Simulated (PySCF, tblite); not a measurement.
# C2H10Ge2OSe: geometry, infrared bands and NMR shifts

Aim: predict the infrared bands and NMR shifts of C2H10Ge2OSe (`C[C@@H]([O][GeH3])[GeH2][SeH]`).

Programs: tblite 0.8.0 and PySCF 2.14.0, with density-fitted response routines of our own. Each step states its level of theory. These are calculated values for one molecule in the gas phase, unless marked as measured. Atoms are numbered from 0 throughout.

**1. The starting structure**

16 atoms, charge 0, multiplicity 1; geometry from: force field or distance geometry start.

Bonds of the start (Å): C0–C1 1.55, C1–O2 1.38, O2–Ge3 1.78, C1–Ge4 1.94, Ge4–Se5 2.35, C0–H6 1.12, C0–H7 1.12, C0–H8 1.09, C1–H9 1.09, Ge3–H10 1.54, Ge3–H11 1.58, Ge3–H12 1.53, Ge4–H13 1.54, Ge4–H14 1.54, Se5–H15 1.55.

**2. Relaxing the molecule with GFN2-xTB**

Job settings and geometry (Å):

```
{"job": {"kind": "relax", "xc": "GFN2-xTB", "basis": "xTB"}, "charge": 0, "multiplicity": 1}
C      0.511600    -1.505700     0.466800
C     -0.128700    -0.356400    -0.351400
O     -0.712600     0.451700     0.603700
Ge    -2.467300     0.660200     0.400400
Ge     1.369600     0.632100    -1.081000
Se     3.340900     0.183000     0.121900
H     -0.345400    -2.068800     0.927400
H      1.066900    -1.056600     1.333200
H      1.114300    -2.170800    -0.152600
H     -0.805300    -0.787100    -1.087100
H     -3.075800    -0.206000    -0.721600
H     -3.173700     0.184100     1.733900
H     -2.885300     2.121100     0.195400
H      1.070600     2.134900    -0.883000
H      1.534400     0.410700    -2.598100
H      3.578200     1.382500     1.080700
```

The run is started by

```bash
$ OMP_NUM_THREADS=1 python probes_run.py task.json out
```

The driver reads the jobs from task.json and runs them one after another.

**Question.** This job is followed by: GFN2-xTB harmonic vibrations, gas phase; GIAO PBE0/pcSseg-1 NMR shielding, non-relativistic, gas phase. What will the session give for the following? strongest single infrared mode (GFN2-xTB); zero-point energy (GFN2-xTB); ¹³C shifts against TMS (PBE0/pcSseg-1); ¹H shifts against TMS (PBE0/pcSseg-1, means over atoms taken as alike); ¹⁷O shifts against H2O (PBE0/pcSseg-1); ⁷³Ge shifts against GeMe4 (PBE0/pcSseg-1); ⁷⁷Se shifts against Me2Se (PBE0/pcSseg-1).

As calculated:

| quantity | value |
| --- | --- |
| strongest single infrared mode (GFN2-xTB) | 1908 cm⁻¹, 498 km/mol |
| zero-point energy (GFN2-xTB) | 63.1 kcal/mol |
| ¹³C shifts against TMS (PBE0/pcSseg-1) | 72.9, 22.2 ppm |
| ¹H shifts against TMS (PBE0/pcSseg-1, means over atoms taken as alike) | 5.01, 4.81, 4.76, 4.24, 1.59, 0.44 ppm |
| ¹⁷O shifts against H2O (PBE0/pcSseg-1) | 19.0 ppm |
| ⁷³Ge shifts against GeMe4 (PBE0/pcSseg-1) | -81, -95 ppm |
| ⁷⁷Se shifts against Me2Se (PBE0/pcSseg-1) | -654 ppm |

In words: The optimisation took 182 steps and gained 0.832 eV; among the close pairs (by a distance rule), Se5–H15 changed most, from 1.554 to 1.437 Å. All 42 modes are real, so the xTB geometry is a minimum. The strongest single mode, at 1908 cm⁻¹, moves mainly H13 and H14. Unscaled tight-binding wavenumbers are off by several per cent, some by more. Its intensities can rank the bands wrongly. At PBE0/pcSseg-1: The largest span, 647 ppm, is at Se5, where the paramagnetic term is -589 ppm. Spin-orbit coupling is left out, which matters for shieldings and couplings at and beside the heavy atoms.
